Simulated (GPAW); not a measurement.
Crystal: MnS.

```xyz
2
Lattice="0.0000 2.6045 2.6045 2.6045 0.0000 2.6045 2.6045 2.6045 0.0000" Properties=species:S:1:pos:R:3 pbc="T T T"
Mn    0.0000    0.0000    0.0000
S     2.6045    2.6045    2.6045
```

| Quantity | Value |
| --- | --- |
| Program | GPAW 26.7.0 |
| Task | relaxation of cell and atoms |
| Functional | PBEsol |
| Dispersion | D4 |
| Potentials or basis | PAW data sets generated in the run's folder for this functional |
| Cutoff | 600 eV |
| Basis | pw |
| k mesh | 9 × 9 × 9 |
| Occupations | fermi-dirac, width 0.05 eV |
| Spin | collinear spin, ferromagnetic start |
| Starting moments | [4.0, 0.0] μB |

At the start: pressure -9.1 GPa; volume 17.67 Å³/atom.

Task: How do energy, volume and symmetry change on relaxing?

Result: Over 5 steps the energy falls by 108.4 meV/atom and the volume is 14.56 Å³/atom (-17.6 %); space group Fm-3m (No. 225, to 0.05 Å); moment 3.93 μB per cell.

Step by step:
```csv
step,energy change (eV),largest force (eV/Å),pressure (GPa),volume (Å³)
1,0.0000,0.0000,-9.12,35.33
2,-0.0401,0.0000,-8.29,34.58
3,-0.2167,0.0000,0.35,29.04
4,-0.2169,0.0000,-0.30,29.21
5,-0.2169,0.0000,0.00,29.13
```

Final structure:
```
Mn S
1.0
     0.00000    2.44212    2.44212
     2.44212    0.00000    2.44212
     2.44212    2.44212    0.00000
Mn S
1 1
Direct
  0.00000 0.00000 0.00000
  0.50000 0.50000 0.50000
```

Caveat: each step starts from the last one's moments, so a moment once lost doesn't come back; later steps reuse the first step's grids; the volume moved by over 15 % at a fixed basis, so the end points are rough; a cell with one magnetic atom can't hold antiferromagnetic order, which such compounds often take; pairwise dispersion overbinds metals, which lowers pressure and volume.
